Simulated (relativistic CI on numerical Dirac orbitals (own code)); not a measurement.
# Ru⁵⁺: 4s photoemission multiplets

Aim: the 4s photoemission spectrum of Ru⁵⁺ in 3 surroundings, from the same atomic integrals.

The numbers are computed with relativistic CI on numerical Dirac orbitals (own code) version 1 (Dirac-Coulomb-Breit CI, KLI orbitals optimised for each configuration, model QED (radiative potential, 1s self-energy scaled to tabulated hydrogen-like ionisation energies), valence Slater integrals scaled by 0.9, multiplet model of photoemission in the sudden approximation in a parametric crystal field), except any that are marked as measured or tabulated.

## Step 1: Starting point

* ion: Ru⁵⁺ (Ru VI)
* nuclear charge: 44
* electrons: 39
* configurations: [Kr] 4d3 → [Ar] 3d10 4s 4p6 4d3
* temperature: 80 K
* widths: Lorentz 2.8 eV, Gauss 0.6 eV
* surrounding 1: D4h, 10Dq = 37200, Ds = 1200, Dt = -590 cm⁻¹
* surrounding 2: D4h, 10Dq = 37200, Ds = 2100, Dt = -590 cm⁻¹
* surrounding 3: D4h, 10Dq = 37200, Ds = 3000, Dt = -590 cm⁻¹

## Step 2: Surrounding 1: D4h, 10Dq = 37200, Ds = 1200, Dt = -590

The run's settings:

```ini
atom Ru  Z=44  charge=5  electrons=39
nucleus A=102  rms_radius_fm=4.4809
hamiltonian dirac-coulomb  breit=on  qed=on  c_scale=1
orbitals kli  potential=per-configuration
slater_scale 0.9
correlation none
mixing on
configurations
  [Kr] 4d3
  [Ar] 3d10 4s 4p6 4d3
end
photoemission 4s T=80 lorentz=2.8 gauss=0.6
crystal_field D4h 10Dq=37200 Ds=1200 Dt=-590
```

Main fields of the result record, rounded:

```text
{
  "status": "converged",
  "curve, one point in 2 above 2 % of the maximum [energy, intensity] [eV; 1/eV]": [
    [146.6, 0.002892],
    [147.4, 0.003333],
    [148.2, 0.003885],
    [149, 0.004591],
    [149.8, 0.005514],
    [150.6, 0.006755],
    [151.4, 0.00848],
    [152.2, 0.01098],
    [153, 0.01477],
    [153.8, 0.02092],
    [154.6, 0.03165],
    [155.4, 0.05179],
    [156.2, 0.08917],
    [157, 0.1342],
    [157.8, 0.1289],
    [158.6, 0.08337],
    [159.4, 0.05118],
    [160.2, 0.03562],
    [161, 0.0296],
    [161.8, 0.03003],
    [162.6, 0.03736],
    [163.4, 0.05487],
    [164.2, 0.08024],
    [165, 0.08231],
    [165.8, 0.05537],
    [166.6, 0.033],
    [167.4, 0.02072],
    [168.2, 0.01404],
    [169, 0.01014],
    [169.8, 0.007704],
    [170.6, 0.006076],
    [171.4, 0.004934],
    [172.2, 0.004098],
    [173, 0.003467],
    [173.8, 0.002977]
  ],
  "sticks, the strongest [energy, strength] [eV, share]": [
    [157.33, 0.6247],
    [161.11, 0.0003521],
    [162, 0.0004012],
    [162.49, 0.0008635],
    [162.55, 0.0003306],
    [162.89, 0.001132],
    [163.26, 0.0009768],
    [163.35, 0.001238],
    [164.03, 0.000485],
    [164.65, 0.2313],
    [164.67, 0.1179],
    [164.91, 0.01752],
    [166.08, 0.000439],
    [166.71, 0.000315]
  ],
  "centroid [eV]": 160.075,
  "spread [eV]": 3.54574,
  "peak [eV]": 157.4,
  "ground_S": 1.49668,
  "radial 4s 4d3 [Ha, bohr]": {"<r^1>(4s)": 0.98498, "<r^2>(4s)": 1.0932, "<r^4>(4s)": 1.7479, "<r^-3>(4d)": 8.9361, "<r^1>(4d)": 1.2586, "<r^2>(4d)": 1.8216, "<r^4>(4d)": 5.253, "F2(4d,4d)": 0.3696, "F4(4d,4d)": 0.24671, "G2(4s,4d)": 0.37437, "zeta(4d)": 0.0072533}
}
```

It took 0.13 s on 1 thread, shared host.

## Step 3: Surrounding 2: D4h, 10Dq = 37200, Ds = 2100, Dt = -590

The settings differ from step 2 so:

```diff
@@ -12,2 +12,2 @@
 photoemission 4s T=80 lorentz=2.8 gauss=0.6
-crystal_field D4h 10Dq=37200 Ds=1200 Dt=-590
+crystal_field D4h 10Dq=37200 Ds=2100 Dt=-590
```

Main fields:

```text
{
  "status": "converged",
  "curve, one point in 3 above 2 % of the maximum [energy, intensity] [eV; 1/eV]": [
    [146.6, 0.002892],
    [147.8, 0.003592],
    [149, 0.00459],
    [150.2, 0.006086],
    [151.4, 0.008479],
    [152.6, 0.01266],
    [153.8, 0.02092],
    [155, 0.04009],
    [156.2, 0.08915],
    [157.4, 0.1405],
    [158.6, 0.08338],
    [159.8, 0.0419],
    [161, 0.02967],
    [162.2, 0.0327],
    [163.4, 0.05494],
    [164.6, 0.08639],
    [165.8, 0.05533],
    [167, 0.02587],
    [168.2, 0.01402],
    [169.4, 0.008785],
    [170.6, 0.006073],
    [171.8, 0.004483],
    [173, 0.003466]
  ],
  "sticks, the strongest [energy, strength] [eV, share]": [
    [157.33, 0.6245],
    [162.43, 0.0007965],
    [163.49, 0.001364],
    [163.6, 0.001668],
    [164.3, 0.0008481],
    [164.56, 0.09921],
    [164.67, 0.1143],
    [164.74, 0.1515]
  ],
  "centroid [eV]": 160.075,
  "spread [eV]": 3.54462,
  "peak [eV]": 157.4,
  "ground_S": 1.49608
}
```

Wall time 0.13 s (1 thread, shared host).

## Step 4: Surrounding 3: D4h, 10Dq = 37200, Ds = 3000, Dt = -590

The settings differ from step 3 so:

```diff
@@ -12,2 +12,2 @@
 photoemission 4s T=80 lorentz=2.8 gauss=0.6
-crystal_field D4h 10Dq=37200 Ds=2100 Dt=-590
+crystal_field D4h 10Dq=37200 Ds=3000 Dt=-590
```

Main fields:

```text
{
  "status": "converged",
  "curve, one point in 3 above 2 % of the maximum [energy, intensity] [eV; 1/eV]": [
    [146.6, 0.002892],
    [147.8, 0.003592],
    [149, 0.004591],
    [150.2, 0.006086],
    [151.4, 0.008479],
    [152.6, 0.01266],
    [153.8, 0.02092],
    [155, 0.04007],
    [156.2, 0.08912],
    [157.4, 0.1405],
    [158.6, 0.0834],
    [159.8, 0.04203],
    [161, 0.02982],
    [162.2, 0.03282],
    [163.4, 0.05518],
    [164.6, 0.08625],
    [165.8, 0.05511],
    [167, 0.02577],
    [168.2, 0.01398],
    [169.4, 0.008769],
    [170.6, 0.006065],
    [171.8, 0.004478],
    [173, 0.003462]
  ],
  "sticks, the strongest [energy, strength] [eV, share]": [
    [157.33, 0.6241],
    [163.76, 0.001996],
    [163.87, 0.002549],
    [164.31, 0.02437],
    [164.56, 0.004866],
    [164.57, 0.002205],
    [164.67, 0.1071],
    [164.7, 0.2251]
  ],
  "centroid [eV]": 160.075,
  "spread [eV]": 3.54247,
  "peak [eV]": 157.4,
  "ground_S": 1.49494
}
```

Run time: 0.13 s. Hardware: 1 thread, shared host.

## Step 5: The spectra side by side

| surrounding | ground S | centroid (eV) | spread (eV) | up to four highest peaks (% of the highest), eV |
| --- | --- | --- | --- | --- |
| 1: D4h | 1.50 | 160.07 | 3.55 | 157.4 (100), 164.6 (62) |
| 2: D4h | 1.50 | 160.07 | 3.54 | 157.4 (100), 164.6 (61) |
| 3: D4h | 1.49 | 160.07 | 3.54 | 157.4 (100), 164.6 (61) |

## Step 6: Results

```
                           quantity     value
            highest peak, first run  157.4 eV
ground spin (effective S from ⟨S²⟩)      1.50
```

What this shows: The highest peak stays in place, within the step of the energy grid, in all surroundings. Energies are those of the free ion without screening by ligands; binding energies in solids differ by tens of eV. The exchange splitting of an s hole comes out too large without intra-shell correlation.
